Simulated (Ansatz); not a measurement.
**C2H6BClSi: up Jacob's ladder to CCSD(T)**

How much do the methods differ for C2H6BClSi? The plan is to run it at one geometry with functionals of several rungs and with coupled cluster. The yardstick is the atomisation energy at the CCSD(T) limit.

The runs use Ansatz 0.2.0, Gaussian basis; functionals in def2-TZVPP, the program's frozen cores in correlated methods.

The runs, in order: PBE-D4, r2SCAN-D4, PBE0-D4, B3LYP-D4, ωB97X-V, ωB97M-V, B2PLYP; CCSD(T)/def2-TZVPP; MP2/def2-QZVPP; extrapolation to the limit.

## 1. Structure used throughout

All runs share one geometry, relaxed beforehand with PBE0-D4 in a triple-zeta def2 set.

SMILES `CC1[SiH2]B1Cl`, 11 atoms, charge 0, spin multiplicity 1.

Atoms are counted from 1 here; the program's logs count them from 0.

Bond lengths: C1–C2 1.507 Å, C1–H6 1.094 Å, C1–H7 1.093 Å, C1–H8 1.092 Å, C2–Si3 2.002 Å, C2–B4 1.502 Å, C2–H9 1.098 Å, Si3–B4 1.917 Å, Si3–H10 1.480 Å, Si3–H11 1.486 Å, B4–Cl5 1.734 Å. Angles: C2–C1–H6 110.7°, C2–C1–H7 111.8°, C2–C1–H8 110.9°, H6–C1–H7 107.7°, H6–C1–H8 107.3°, H7–C1–H8 108.1°, C1–C2–Si3 137.7°, C1–C2–B4 126.9°, C1–C2–H9 113.6°, Si3–C2–B4 64.5°, Si3–C2–H9 88.4°, B4–C2–H9 114.3°, C2–Si3–B4 45.0°, C2–Si3–H10 106.7°, C2–Si3–H11 123.9°, B4–Si3–H10 126.6°, B4–Si3–H11 121.8°, H10–Si3–H11 111.5° and more.

Geometry (Å):

```mol
C2H6BClSi
  3D, bonds by distance, orders not assigned

 11 11  0  0  0  0  0  0  0  0999 V2000
   -1.1816   -0.7681    0.6450 C   0  0
    0.0204    0.1175    0.4412 C   0  0
    1.5774    0.2359   -0.8125 Si  0  0
    0.0895    1.3676   -0.3885 B   0  0
   -1.1305    2.3423   -1.1413 Cl  0  0
   -1.7773   -0.4233    1.4955 H   0  0
   -0.8948   -1.8045    0.8382 H   0  0
   -1.8303   -0.7536   -0.2327 H   0  0
    0.7343    0.0887    1.2749 H   0  0
    2.7967    0.0382    0.0034 H   0  0
    1.6615   -0.4975   -2.1025 H   0  0
  1  2  8  0
  2  3  8  0
  3  4  8  0
  4  5  8  0
  1  6  8  0
  1  7  8  0
  1  8  8  0
  2  9  8  0
  3 10  8  0
  3 11  8  0
  2  4  8  0
M  END
```

## 2. PBE-D4 (GGA)

File in.yaml:

```yaml
crystal:
  periodic: [false, false, false]
  atoms:
    - {symbol: C, position_ang: [-1.181645, -0.768131, 0.644979]}
    - {symbol: C, position_ang: [0.020439, 0.117492, 0.441203]}
    - {symbol: Si, position_ang: [1.577421, 0.235853, -0.812472]}
    - {symbol: B, position_ang: [0.089519, 1.367556, -0.388542]}
    - {symbol: Cl, position_ang: [-1.130500, 2.342289, -1.141307]}
    - {symbol: H, position_ang: [-1.777279, -0.423327, 1.495517]}
    - {symbol: H, position_ang: [-0.894829, -1.804493, 0.838174]}
    - {symbol: H, position_ang: [-1.830312, -0.753587, -0.232743]}
    - {symbol: H, position_ang: [0.734298, 0.088686, 1.274879]}
    - {symbol: H, position_ang: [2.796715, 0.038230, 0.003444]}
    - {symbol: H, position_ang: [1.661473, -0.497470, -2.102532]}
basis:
  gaussian: {orbitals: def2-TZVPP}
hamiltonian: {xc: pbe, dispersion: d4}
output: {forces: true, orbitals: {seedname: orbitals}}
```

The run is started by

```
$ ansatz run in.yaml --threads 4 --pin off --events-out ev --progress --plain --max-ram 10444MiB
```

Further steps of the session: r2SCAN-D4 (meta-GGA); PBE0-D4 (hybrid); B3LYP-D4 (hybrid); ωB97X-V (range-separated); ωB97M-V (range-separated); B2PLYP (double hybrid); CCSD(T) in def2-TZVPP; MP2 in def2-QZVPP.

Q: Predict the results of all the runs planned. Wanted: atomisation energy, CCSD(T)/CBS; farthest; mean size of error, hybrid; mean size of error, range-separated; gap, smallest and largest; T1 diagnostic; triples share of the correlation energy.

As calculated:

```
                               quantity                                value
        atomisation energy, CCSD(T)/CBS                        3948.9 kJ/mol
 functionals within 19.7 kJ/mol (0.5 %)                             B3LYP-D4
                               farthest               PBE-D4 (+101.8 kJ/mol)
             mean size of error, hybrid                          31.3 kJ/mol
    mean size of error, range-separated                          28.1 kJ/mol
              gap, smallest and largest  3.29 eV (PBE-D4), 9.61 eV (ωB97X-V)
                          T1 diagnostic                               0.0127
triples share of the correlation energy                                4.4 %
```

In words: PBE-D4 is off by +101.8 kJ/mol. Double hybrids carry the basis error of their MP2 part in triple zeta, and no dispersion term here, so their miss is partly the set-up's. Misses under about 19.7 kJ/mol are within the doubt on the reference itself, which lacks core-valence correlation, relativity and higher excitations. Hartree-Fock recovers 75 % of the binding; the rest is correlation. Orbital gaps span 3.3 to 9.6 eV; exact exchange widens them.
